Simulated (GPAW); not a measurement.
GaSb3: relaxation of cell and atoms with PBEsol

Crystal: GaSb3.

```
CELL_PARAMETERS angstrom
0.00000 3.73060 3.73060
3.73060 0.00000 3.73060
3.73060 3.73060 0.00000
ATOMIC_POSITIONS crystal
Sb 0.50000 0.50000 0.50000
Sb 0.75000 0.75000 0.75000
Sb 0.25000 0.25000 0.25000
Ga 0.00000 0.00000 0.00000
```

The cell comes from a database or a generator and needn't be the stable form of this composition.

| Quantity | Value |
| --- | --- |
| Program | GPAW 26.7.0 |
| Task | relaxation of cell and atoms |
| Functional | PBEsol |
| Potentials or basis | PAW data sets generated in the run's folder for this functional |
| Cutoff | 600 eV |
| Basis | pw |
| k mesh | 6 × 6 × 6 |
| Occupations | fermi-dirac, width 0.05 eV |
| Spin | no spin polarisation |
| Target pressure | 30 GPa |
| Maxiter | 150 |
| Optimizer | BFGS |
| Fmax | 0.02 eV/Å |
| Max steps | 60 |
| Target pressure | 30 GPa |
| Convergence | density=1e-05 forces=0.0001 |

```yaml
Relaxed_volume: 18.62 Å³/atom
Relaxed_cell: a = 4.722 Å, b = 4.722 Å, c = 4.722 Å, α = 60.00°, β = 60.00°, γ = 60.00°
Space_group_after_relaxing_to_0.05_Å: Fm-3m (No. 225)
Energy_change_on_relaxing_the_enthalpy_is_what_falls: +378.0 meV/atom
Ionic_steps: 6
Pressure_after_relaxing: 30.0 GPa
Band_gap_on_the_k_mesh: none (metal or under the smearing width)
```

Step by step:
| step | energy change (eV) | largest force (eV/Å) | pressure (GPa) | volume (Å³) |
| --- | --- | --- | --- | --- |
| 1 | 0.0000 | 0.0000 | -3.76 | 103.84 |
| 2 | -0.0904 | 0.0000 | -0.97 | 97.93 |
| 3 | 0.2983 | 0.0000 | 11.81 | 84.29 |
| 4 | 1.9033 | 0.0000 | 35.26 | 72.55 |
| 5 | 1.4610 | 0.0000 | 29.28 | 74.75 |
| 6 | 1.5121 | 0.0000 | 29.98 | 74.47 |

Final structure:
```cif
data_structure
_symmetry_space_group_name_H-M 'P 1'
_symmetry_Int_Tables_number 1
_cell_length_a 4.7225
_cell_length_b 4.7225
_cell_length_c 4.7225
_cell_angle_alpha 60.000
_cell_angle_beta 60.000
_cell_angle_gamma 60.000
_cell_volume 74.47
loop_
_atom_site_label
_atom_site_type_symbol
_atom_site_fract_x
_atom_site_fract_y
_atom_site_fract_z
_atom_site_occupancy
Sb1 Sb 0.50000 0.50000 0.50000 1
Sb2 Sb 0.75000 0.75000 0.75000 1
Sb3 Sb 0.25000 0.25000 0.25000 1
Ga1 Ga 0.00000 0.00000 0.00000 1
```

Levels at points of the mesh, in eV from the Fermi level:
| k point | band 21 | band 22 | band 23 | band 24 | band 25 | band 26 | band 27 | band 28 |
| --- | --- | --- | --- | --- | --- | --- | --- | --- |
| (0.00, 0.00, 0.00) | -3.82 | -3.53 | -3.53 | -3.53 | -1.54 | -1.47 | -1.47 | -1.47 |
| (0.50, 0.50, 0.00) | -7.17 | 1.51 | 1.51 | 2.08 | 2.33 | 2.33 | 2.53 | 3.14 |
| (0.50, 0.50, 0.50) | -5.08 | -4.00 | -4.00 | 0.44 | 0.81 | 2.42 | 2.42 | 3.09 |

It took 3.3 min on 1 thread of Arm Neoverse V2 (shared host), peak memory 0.25 GiB.

Caveat: later steps reuse the first step's grids; the volume moved by over 15 % at a fixed basis, so the end points are rough. The run has no spin-orbit coupling, so splittings on Sb are missing.
